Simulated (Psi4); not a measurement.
**A workflow on MoSCl2F2 (SMILES [F][Mo]([F])(=[S])([Cl])[Cl])**

We compute the energy (r2SCAN-D4/def2-TZVPP), then a single-point energy (wB97M-V/def2-TZVPP) of MoSCl2F2. 

The results are computed with Psi4 1.11.

### 1 The structure to begin with

The species is MoSCl2F2 (6 atoms), meant as a singlet with charge 0. As SMILES, `[F][Mo]([F])(=[S])([Cl])[Cl]`.

Bond lengths: F1–Mo2 1.844 Å, Mo2–F3 1.844 Å, Mo2–S4 2.058 Å, Mo2–Cl5 2.262 Å, Mo2–Cl6 2.263 Å. Angles: F1–Mo2–F3 83.4°, F1–Mo2–S4 106.2°, F1–Mo2–Cl5 149.4°, F1–Mo2–Cl6 86.0°, F3–Mo2–S4 106.1°, F3–Mo2–Cl5 85.8°, F3–Mo2–Cl6 149.7°, S4–Mo2–Cl5 104.3°, S4–Mo2–Cl6 104.1°, Cl5–Mo2–Cl6 89.2°.

### 2 The energy at r2SCAN-D4/def2-TZVPP (density fitting, core potential) (run 5)

File job.in:

```
memory 3300 mb

molecule {
  F     -0.108920    -1.066970     1.548400
  Mo     0.000850    -0.075800    -0.002700
  F      1.597470    -0.974790    -0.211130
  S     -1.315080    -0.937260    -1.330000
  Cl     0.973890     1.590090    -1.184360
  Cl    -1.244370     1.468420     1.085370
  units angstrom
  symmetry c1
}

set basis def2-TZVPP
set scf_type df
set dft_radial_points 99
set dft_spherical_points 590

result = energy("r2scan-d4")
print_variables()
```

The run is started by

```console
$ psi4 -n 2 job.in job.out
```

job.out:

```text
[...]
    !!!  WARNING: ECP capability is in beta. Please check occupations closely.  !!!
[...]
  Running in c1 symmetry.
[...]
  Nuclear repulsion =  538.452637397371745
[...]
  Multiplicity = 1
[...]
  Nalpha       = 41
  Nbeta        = 41
[...]
    Number of basis functions: 244
[...]
   @DF-RKS iter   1: -1585.96935133839725    1.85382e-01   5.71343e-03 DIIS/ADIIS
[...]
   @DF-RKS iter  12: -1586.73501322089351   -3.73361e-07   6.66303e-07 DIIS
[...]
    Orbital Energies [Eh]
    ---------------------
    Doubly Occupied:
       1A   -101.210035     2A   -101.210023     3A    -88.593590
       4A    -24.507603     5A    -24.507368     6A     -9.387753
       7A     -9.387742     8A     -7.908493     9A     -7.127756
      10A     -7.127733    11A     -7.124801    12A     -7.124799
      13A     -7.124576    14A     -7.124565    15A     -5.849919
      16A     -5.849886    17A     -5.849698    18A     -2.684085
      19A     -1.696172    20A     -1.694337    21A     -1.687301
      22A     -1.141713    23A     -1.139106    24A     -0.801828
      25A     -0.793553    26A     -0.699791    27A     -0.482520
      28A     -0.465689    29A     -0.457523    30A     -0.444094
      31A     -0.438174    32A     -0.392965    33A     -0.392481
      34A     -0.371824    35A     -0.366166    36A     -0.356223
[...]
  @DF-RKS Final Energy: -1586.73501322089351
   => Energetics <=
    Nuclear Repulsion Energy =            538.4526373973717455
    One-Electron Energy =               -3289.6296576984123021
    Two-Electron Energy =                1275.3315138572479555
    DFT Exchange-Correlation Energy =    -110.8872913767399666
    Empirical Dispersion Energy =          -0.0022154003609115
    VV10 Nonlocal Energy =                  0.0000000000000000
    Total Energy =                      -1586.7350132208935065
[...]
 Multipole Moments:
 ------------------------------------------------------------------------------------
     Multipole            Electronic (a.u.)      Nuclear  (a.u.)        Total (a.u.)
 ------------------------------------------------------------------------------------
 L = 1.  Multiply by 2.5417464519 to convert [e a0] to [Debye]
 Dipole X            :          7.6173471           -8.0339188           -0.4165717
 Dipole Y            :        -13.1247491           13.1334542            0.0087050
 Dipole Z            :          6.7368735           -7.1401407           -0.4032672
 Magnitude           :                                                    0.5798553
[...]
```

It took 61 s on 2 threads of AMD EPYC 7R43 (Zen 3), shared host; peak memory 2.5 GiB.

### 3 The energy at wB97M-V/def2-TZVPP (density fitting, core potential) (run 8)

File input.dat:

```
memory 3300 MB

molecule {
  0 1
  F
  Mo 1 r2
  F 2 r3 1 a3
  S 2 r4 1 a4 3 d4
  Cl 2 r5 1 a5 3 d5
  Cl 2 r6 1 a6 3 d6

  r2 = 1.844012
  r3 = 1.844132
  a3 = 83.37218
  r4 = 2.058036
  a4 = 106.22656
  d4 = 104.84734
  r5 = 2.26237
  a5 = 149.39971
  d5 = -70.13848
  r6 = 2.262539
  a6 = 85.96181
  d6 = -151.61159
  units angstrom
  symmetry c1
}

set {
  basis                def2-TZVPP
  reference            rks
  scf_type             df
  dft_radial_points    99
  dft_spherical_points 590
  dft_vv10_postscf     true
}

e_tot = energy("wb97m-v")
```

The run is started by

```console
$ psi4 -i input.dat -o output.dat -n 2
```

output.dat:

```text
[...]
    !!!  WARNING: ECP capability is in beta. Please check occupations closely.  !!!
[...]
  Running in c1 symmetry.
[...]
  Nuclear repulsion =  538.452584936401877
[...]
  Multiplicity = 1
[...]
  Nalpha       = 41
  Nbeta        = 41
[...]
    Number of basis functions: 244
[...]
   @DF-RKS iter   1: -1586.21754664288756   -5.30921e-02   5.29348e-03 DIIS/ADIIS
[...]
   @DF-RKS iter  12: -1586.93801799383209   -2.61372e-07   5.39111e-07 DIIS
[...]
    Orbital Energies [Eh]
    ---------------------
    Doubly Occupied:
       1A   -101.891865     2A   -101.891820     3A    -89.259048
       4A    -24.921982     5A    -24.921727     6A     -9.665627
       7A     -9.665581     8A     -8.188891     9A     -7.366731
      10A     -7.366675    11A     -7.363698    12A     -7.363660
      13A     -7.363563    14A     -7.363520    15A     -6.094974
      16A     -6.094966    17A     -6.094854    18A     -2.895922
      19A     -1.889802    20A     -1.887901    21A     -1.880491
      22A     -1.316204    23A     -1.313262    24A     -0.961170
      25A     -0.952019    26A     -0.862170    27A     -0.632394
      28A     -0.621253    29A     -0.608794    30A     -0.597981
      31A     -0.589133    32A     -0.540217    33A     -0.519811
      34A     -0.501428    35A     -0.493515    36A     -0.483826
[...]
  @DF-RKS Final Energy: -1586.61323693781196
   => Energetics <=
    Nuclear Repulsion Energy =            538.4525849364018768
    One-Electron Energy =               -3288.9073321957748703
    Two-Electron Energy =                1247.3951609423179434
    DFT Exchange-Correlation Energy =     -83.8785655289388075
    Empirical Dispersion Energy =           0.0000000000000000
    VV10 Nonlocal Energy =                  0.3249149081820007
    Total Energy =                      -1586.6132369378119620
[...]
 Multipole Moments:
 ------------------------------------------------------------------------------------
     Multipole            Electronic (a.u.)      Nuclear  (a.u.)        Total (a.u.)
 ------------------------------------------------------------------------------------
 L = 1.  Multiply by 2.5417464519 to convert [e a0] to [Debye]
 Dipole X            :          2.7598343           -2.1783769            0.5814573
 Dipole Y            :        -10.8447369           11.1728992            0.3281623
 Dipole Z            :        -12.2181899           12.5870570            0.3688671
 Magnitude           :                                                    0.7627883
[...]
```

Wall time 94 s (2 threads of AMD EPYC 7R43 (Zen 3), shared host); peak memory 2.5 GiB.

### 4 What came out

| quantity | value |
| --- | --- |
| run 5, r2SCAN-D4/def2-TZVPP: total energy | -1586.73501 Eh |
| run 5, r2SCAN-D4/def2-TZVPP: dipole moment | 1.47 D |
| run 5, r2SCAN-D4/def2-TZVPP: HOMO energy | -8.18 eV |
| run 5, r2SCAN-D4/def2-TZVPP: LUMO energy | -5.56 eV |
| run 5, r2SCAN-D4/def2-TZVPP: HOMO–LUMO gap | 2.61 eV |
| run 5, r2SCAN-D4/def2-TZVPP: dispersion energy | -5.82 kJ/mol |
| run 8, wB97M-V/def2-TZVPP: total energy | -1586.61324 Eh |
| run 8, wB97M-V/def2-TZVPP: dipole moment | 1.94 D |
| run 8, wB97M-V/def2-TZVPP: HOMO energy | -11.25 eV |
| run 8, wB97M-V/def2-TZVPP: LUMO energy | -2.79 eV |
| run 8, wB97M-V/def2-TZVPP: HOMO–LUMO gap | 8.46 eV |
